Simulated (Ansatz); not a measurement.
Runs of Ansatz 0.2.0 on LiBe. It takes space group Pm-3m (No. 221, cubic). Conventional cell: a = 2.811 Å, b = 2.811 Å, c = 2.811 Å, α = 90.00°, β = 90.00°, γ = 90.00°. Be (site symmetry m-3m) is surrounded by 8 Li at 2.43 Å. Li (site symmetry m-3m) is surrounded by 8 Be at 2.43 Å. The cell comes from a database or a generator and needn't be the stable form of this composition.

```csv
level,cutoff (eV),pressure (GPa)
PBEsol,117,-0.3
RPBE,117,(b)
revPBE,117,(a)
BLYP,117,1.1
LDA,118,-2.7
```

Alike in all rows: task band structure; potentials or basis all-electron LAPW, scalar-relativistic; no spin polarisation; cell as given; k mesh 9 × 9 × 9; smearing fermi-dirac 0.05 eV; basis error allowed 0.001 eV/atom.

Problem. Fill in the values left out.

Solution. (a) 2.0; (b) 2.2.

Runs at the PBE level aren't shown here.
